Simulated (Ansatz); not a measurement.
**BNH3OF (SMILES NB(O)F): levels of theory compared**

Aim: a comparison of 6 runs (B3LYP/6-31G*, BLYP/6-311+G**, PBE/6-311+G**, RPA@PBE/6-311+G**, RPA@PBE0/6-311+G**, CCSD/6-311+G**) of BNH3OF. 

The results are computed with Ansatz 0.2.0.

122 further runs of the same task are left out: 122 set aside as unsound or not needed.

## (1) The system as given

BNH3OF: 7 atoms, total charge 0, spin state singlet. As SMILES, `NB(O)F`. The N1–B2 distance was set to 2.531 Å, away from the relaxed value. At this shape a bond of the SMILES string is far longer than usual.

Bond lengths: B2–O3 1.363 Å, B2–F4 1.337 Å, N1–H5 1.004 Å, N1–H6 1.003 Å, O3–H7 0.957 Å. Angles: O3–B2–F4 116.0°, B2–O3–H7 114.6°, H5–N1–H6 114.2°. A long bond or contact: N1–B2 2.531 Å.

## (2) A single-point energy at B3LYP/6-31G(d) (spherical functions) (run 1)

Input file run.yaml:

```yaml
crystal:
  periodic: [false, false, false]
  atoms:
    - {symbol: N, position_ang: [-0.988700, 1.760725, 0.173269]}
    - {symbol: B, position_ang: [0.039300, -0.505700, -0.288800]}
    - {symbol: O, position_ang: [1.106300, -1.044300, 0.367000]}
    - {symbol: F, position_ang: [-0.494800, -1.258200, -1.256300]}
    - {symbol: H, position_ang: [-1.777300, 2.089025, -0.354331]}
    - {symbol: H, position_ang: [-0.667000, 2.401625, 0.873869]}
    - {symbol: H, position_ang: [1.472700, -0.489200, 1.055700]}
basis:
  gaussian:
    orbitals: 6-31G_st_-spherical.json
hamiltonian:
  xc: {name: B3LYP}
accuracy: high
output: {orbitals: {seedname: orbitals}}
```

The basis set 6-31G* is read from a file made from the Basis Set Exchange's data (not shown).

The run is started by

```console
$ ansatz run run.yaml --threads 1 --pin off --max-ram 3480MiB --events-out events.jsonl --progress --plain --runs-dir runs
```

The log of the run:

```text
Warning: RAYON_NUM_THREADS=1 ignored (pool sized by the plan → 1); use --threads N
Functional definition: B3LYP
  name "B3LYP"
  parameter a0 = 0.2
  parameter ax = 0.72
  parameter ac = 0.81
  exchange = (1 - a0 - ax)*slater_x + ax*b88_x + a0*exact_x
  correlation = (1 - ac)*vwn_rpa_c + ac*lyp_c
1355 factors; integrals over basis functions are off by at most 2.8e-9 eV
mean field evaluation 1: about -6964.2268 eV, gradient 7.8e1 eV
mean field evaluation 2: about -6864.7567 eV, gradient 1.5e2 eV
mean field evaluation 4: about -6976.2264 eV, gradient 1.8e1 eV
mean field evaluation 8: about -6977.4636 eV, gradient 1.8e-1 eV
mean field evaluation 16: about -6977.4593 eV, gradient 1.8e-5 eV
mean field -6977.45928578 eV, -256.4168992607 hartree, gradient 9.6e-8 eV, S^2 0.000000; 0 other end points of the search recorded, 0 dependent functions left out
reference -6977.45931629 eV, -256.4169003818 hartree; 16, 16 occupied and 46, 46 virtual orbitals, 1355 factors
Total energy: -6977.45931629 eV, -256.4169003818 hartree
```

Wall time 3.6 s (1 thread of Intel Xeon Platinum 8259CL at 2.50GHz (Skylake/Cascade Lake), shared host); peak memory 0.18 GiB.

## (3) The energy at BLYP/6-311+G(d,p) (run 2)

Input file molecule.yaml:

```yaml
crystal:
  periodic: [false, false, false]
  atoms:
    - symbol: "N"
      position_ang: [-0.988700, 1.760725, 0.173269]
    - symbol: B
      position_ang: [0.039300, -0.505700, -0.288800]
    - symbol: O
      position_ang: [1.106300, -1.044300, 0.367000]
    - symbol: F
      position_ang: [-0.494800, -1.258200, -1.256300]
    - symbol: H
      position_ang: [-1.777300, 2.089025, -0.354331]
    - symbol: H
      position_ang: [-0.667000, 2.401625, 0.873869]
    - symbol: H
      position_ang: [1.472700, -0.489200, 1.055700]
basis:
  gaussian: {orbitals: 6-311+G_st__st_.json}
hamiltonian: {xc: {name: BLYP}}
accuracy: high
output: {orbitals: {seedname: orbitals}}
```

The basis set 6-311+G** is read from a file made from the Basis Set Exchange's data (not shown).

The run is started by

```console
$ ansatz run molecule.yaml --threads 1 --pin off --max-ram 3480MiB --events-out events.jsonl --progress --plain --runs-dir runs
```

The log of the run:

```text
Warning: RAYON_NUM_THREADS=1 ignored (pool sized by the plan → 1); use --threads N
Functional definition: BLYP
  name "BLYP"
  parameter beta = 0.0042
  parameter a = 0.04918
  parameter b = 0.132
  parameter c = 0.2533
  parameter d = 0.349
  exchange = b88_x(beta = beta)
  correlation = lyp_c(a = a, b = b, c = c, d = d)
2034 factors; integrals over basis functions are off by at most 1.4e-8 eV
mean field evaluation 1: about -6957.9691 eV, gradient 1.1e2 eV
mean field evaluation 2: about -6825.4718 eV, gradient 1.9e2 eV
mean field evaluation 4: about -6975.5462 eV, gradient 4.7e1 eV
mean field evaluation 8: about -6979.5952 eV, gradient 6.8e-1 eV
mean field evaluation 16: about -6979.5908 eV, gradient 1.2e-4 eV
mean field -6979.59084876 eV, -256.4952327552 hartree, gradient 3.8e-8 eV, S^2 0.000000; 1 other end points of the search recorded, 0 dependent functions left out
reference -6979.59090685 eV, -256.4952348903 hartree; 16, 16 occupied and 90, 90 virtual orbitals, 2034 factors
Total energy: -6979.59090685 eV, -256.4952348903 hartree
```

Wall time 7.2 s (1 thread of Intel Xeon Platinum 8259CL at 2.50GHz (Skylake/Cascade Lake), shared host); peak memory 0.27 GiB.

Runs 3 to 5 aren't shown in full; the table further down has their settings and results.

## (4) A single-point energy at CCSD/6-311+G(d,p) (run 6)

Input file molecule.yaml:

```yaml
crystal:
  periodic: [false, false, false]
  atoms:
    - {symbol: N, position_ang: [-0.988700, 1.760725, 0.173269]}
    - {symbol: B, position_ang: [0.039300, -0.505700, -0.288800]}
    - {symbol: O, position_ang: [1.106300, -1.044300, 0.367000]}
    - {symbol: F, position_ang: [-0.494800, -1.258200, -1.256300]}
    - {symbol: H, position_ang: [-1.777300, 2.089025, -0.354331]}
    - {symbol: H, position_ang: [-0.667000, 2.401625, 0.873869]}
    - {symbol: H, position_ang: [1.472700, -0.489200, 1.055700]}
basis:
  gaussian:
    orbitals: 6-311+G_st__st_.json
total_charge: 0
correlation:
  method: ccsd
  frozen_orbitals: {B: 1, F: 1, H: 0, "N": 1, O: 1}
accuracy: high
scf:
  omitted_lower_state_checks: [cluster_reference, increment]
```

The basis set 6-311+G** is read from a file made from the Basis Set Exchange's data (not shown).

The run is started by

```console
$ ansatz run molecule.yaml --threads 1 --pin off --max-ram 3480MiB --events-out events.jsonl --progress --plain --runs-dir runs
```

The log of the run:

```text
Warning: RAYON_NUM_THREADS=1 ignored (pool sized by the plan → 1); use --threads N
Functional definition: HF
  name "HF"
  exchange = exact_x
  correlation = 0
these checks for a lower state are left out or cut short: cluster_reference, increment
2034 factors; integrals over basis functions are off by at most 1.4e-8 eV
mean field evaluation 1: about -6938.0893 eV, gradient 5.4e1 eV
mean field evaluation 2: about -6938.0897 eV, gradient 5.4e1 eV
mean field evaluation 4: about -6944.3016 eV, gradient 5.1e0 eV
mean field evaluation 8: about -6944.4064 eV, gradient 2.6e-1 eV
mean field evaluation 16: about -6944.4073 eV, gradient 1.6e-8 eV
mean field -6944.40732968 eV, -255.2022622773 hartree, gradient 1.6e-8 eV, S^2 0.000000; 0 other end points of the search recorded, 0 dependent functions left out; unrestricted orbitals would lower it
4 core orbitals not correlated: weight in the atoms' cores, before any rotation towards them, 1.000 or more for the frozen orbitals, at most 0.000 for the correlated occupied ones
reference -6944.40732968 eV, -255.2022622773 hartree; 12, 12 occupied and 90, 90 virtual orbitals, 2034 factors
second order -19.11697827 eV of doubles, -0.00000000 eV of singles
cycle   1  -18.70674999 eV  change    4.1e-1 eV  update   1.3e-1
cycle   2  -19.26724089 eV  change   -5.6e-1 eV  update   4.7e-2
cycle   3  -19.45693750 eV  change   -1.9e-1 eV  update   2.8e-2
cycle   4  -19.44658217 eV  change    1.0e-2 eV  update   8.1e-3
cycle   5  -19.43754158 eV  change    9.0e-3 eV  update   4.3e-3
cycle   6  -19.44089698 eV  change   -3.4e-3 eV  update   1.5e-3
cycle   7  -19.44137243 eV  change   -4.8e-4 eV  update   6.1e-4
cycle   8  -19.44104598 eV  change    3.3e-4 eV  update   2.1e-4
cycle   9  -19.44115790 eV  change   -1.1e-4 eV  update   7.9e-5
cycle  10  -19.44121225 eV  change   -5.4e-5 eV  update   2.3e-5
cycle  11  -19.44117201 eV  change    4.0e-5 eV  update   8.9e-6
cycle  12  -19.44118358 eV  change   -1.2e-5 eV  update   4.2e-6
cycle  13  -19.44118098 eV  change    2.6e-6 eV  update   2.8e-6
cycle  14  -19.44118259 eV  change   -1.6e-6 eV  update   2.2e-6
cycle  15  -19.44118389 eV  change   -1.3e-6 eV  update   1.7e-6
cycle  16  -19.44118269 eV  change    1.2e-6 eV  update   1.1e-6
cycle  17  -19.44118263 eV  change    6.2e-8 eV  update   5.4e-7
cycle  18  -19.44118271 eV  change   -8.1e-8 eV  update   2.3e-7
cycle  19  -19.44118281 eV  change   -1.1e-7 eV  update   1.2e-7
cycle  20  -19.44118283 eV  change   -1.9e-8 eV  update   7.2e-8
cycle  21  -19.44118280 eV  change    3.5e-8 eV  update   4.6e-8
cycle  22  -19.44118292 eV  change   -1.2e-7 eV  update   1.6e-7
cycle  23  -19.44118295 eV  change   -2.9e-8 eV  update   5.9e-8
cycle  24  -19.44118292 eV  change    3.1e-8 eV  update   2.5e-8
cycle  25  -19.44118291 eV  change    3.7e-9 eV  update   1.1e-8
cycle  26  -19.44118291 eV  change    4.5e-9 eV  update   3.4e-9
cycle  27  -19.44118291 eV  change    2.4e-9 eV  update   1.4e-9
Total energy: -6963.84851258 eV, -255.9167125714 hartree
Checks for a lower state left out: cluster_reference, increment
```

Wall time 24 s (1 thread of Intel Xeon Platinum 8259CL at 2.50GHz (Skylake/Cascade Lake), shared host); peak memory 0.87 GiB.

## (5) The series

| run | level | frozen core orbitals | energy (Eh) | wall time |
| --- | --- | --- | --- | --- |
| 1 | B3LYP/6-31G* (spherical functions) | – | -256.416900 | 3.6 s |
| 2 | BLYP/6-311+G** | – | -256.495235 | 7.2 s |
| 3 | PBE/6-311+G** | – | -256.252201 | 7.2 s |
| 4 | RPA@PBE/6-311+G** | 4 | -256.220021 | 14 s |
| 5 | RPA@PBE0/6-311+G** | 4 | -256.144627 | 16 s |
| 6 | CCSD/6-311+G** | 4 | -255.916713 | 24 s |

## (6) Results

| quantity | value |
| --- | --- |
| run 6: total energy | -255.91671 Eh |
| run 6: correlation energy (4 core orbitals frozen) | -714.5 mEh |
| run 6: T1 diagnostic | 0.021 |

What this shows: Over runs 1, 2, 3 the HOMO–LUMO gap runs from 0.81 eV (BLYP/6-311+G**) to 2.55 eV (B3LYP/6-31G*). The two ends differ in method and basis. Totals of different functionals can't be ranked against each other. In run 6 the log says that unrestricted orbitals would lower the reference, so the values rest on an unstable closed-shell determinant (other closed-shell runs at this shape may share the fault). All runs together took 72 s, the longest 24 s.
